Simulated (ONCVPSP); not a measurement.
**Aluminium: generating and testing an ONCV potential**

Aim: build the potential from the settings below, then test how well it stands in for the atom: other configurations, scattering, ghost states and the plane-wave cutoff that it needs.

Method: ONCVPSP 4.0.1, PBE, scalar-relativistic.

## (1) Settings

Typed settings, in words:

```json
{"element": "aluminium (Al, Z = 13)", "type": "optimised norm-conserving Vanderbilt (ONCV)", "frozen core": "[Ne]", "valence charge": "3", "reference configuration": "3s2 3p1", "partial waves": "3s: rc 1.65 bohr, ncon 3, nbas 7, qcut 4.5 1/bohr, 2 projectors, debl 2.9 Ha; 3p: rc 2.20 bohr, ncon 3, nbas 6, qcut 3.8 1/bohr, 1 projector; d scattering state at 0.35 Ha: rc 2.30 bohr, ncon 4, nbas 8, qcut 4.3 1/bohr, 1 projector", "local potential": "polynomial inside 1.20 bohr (lpopt 3, dvloc0 0 Ha)", "core correction": "not asked for"}
```

The nodes and maxima of the atom's own shells, from an earlier all-electron run, set the scale for the radii.

All-electron outer shells of the reference configuration (PBE, scalar-relativistic, ld1.x):

```csv
shell,level (eV),outermost node (bohr),outermost maximum (bohr)
2s,-108.17,0.16,0.50
2p,-69.64,–,0.43
3s,-7.75,0.80,2.09
3p,-2.71,0.82,2.64
```

## (2) Generation

Input file Al.dat:

```
# ATOM AND REFERENCE CONFIGURATION
# atsym  z   nc   nv     iexc    psfile
  Al 13.00    3    2        4      upf
#
#   n    l    f
    1    0    2.00
    2    0    2.00
    2    1    6.00
    3    0    2.00
    3    1    1.00
#
# PSEUDOPOTENTIAL AND OPTIMIZATION
# lmax
    2
#
#   l,   rc,      ep,       ncon, nbas, qcut
    0    1.65    0.00    3    7    4.50
    1    2.20    0.00    3    6    3.80
    2    2.30    0.35    4    8    4.30
#
# LOCAL POTENTIAL
# lloc, lpopt,  rc(5),   dvloc0
    4    3    1.20    0.00
#
# VANDERBILT-KLEINMAN-BYLANDER PROJECTORs
# l, nproj, debl
    0    2    2.90
    1    1    3.70
    2    1    3.80
#
# MODEL CORE CHARGE
# icmod, fcfact, rcfact
    0    0.00    0.00
#
# LOG DERIVATIVE ANALYSIS
# epsh1, epsh2, depsh
   -2.00    5.00    0.02
#
# OUTPUT GRID
# rlmax, drl
    6.00    0.01
#
# TEST CONFIGURATIONS
# ncnf
    4
# nvcnf
#   n    l    f
    2
    3    0    2.00
    3    1    0.00
#
    2
    3    0    1.00
    3    1    0.00
#
    2
    3    0    2.00
    3    1    0.50
#
    2
    3    0    0.00
    3    1    3.00
#
```

Launch:

```bash
oncvpsp.x < Al.dat > Al.out
```

What does the calculation give? Wanted: cutoffs for 1 and 0.1 mHa per electron, occupied waves; bound ghosts; GHOST(+) flags; largest test error; largest phase difference near zero energy, channels read.

As calculated:

| quantity | value |
| --- | --- |
| cutoffs for 1 and 0.1 mHa per electron, occupied waves | 5.9 Ha and 7.7 Ha |
| bound ghosts | none found |
| GHOST(+) flags | s at 125 eV |
| largest test error (AE − PS) | +30 meV, for 3s0 3p3 |
| largest phase difference near zero energy, channels read | 0.009 rad |

What this shows: The worst unpolarised test, 3s0 3p3, is off by 30 meV on 10.5 eV; by total energies transferability rates as fair. By its cutoff, 5.9 Ha for the looser tolerance, it is soft on the atom at that tolerance. At the looser tolerance the 3s wave is the slowest; 3p needs 2 Ha. That counts occupied waves only; other projectors can need more. No bound ghost shows below the valence levels. Near zero energy the phases of the channels with partial waves agree within 0.009 rad. The program also flags highly localised states, GHOST(+) (s). These are tests on the free atom; a crystal test is still owed.
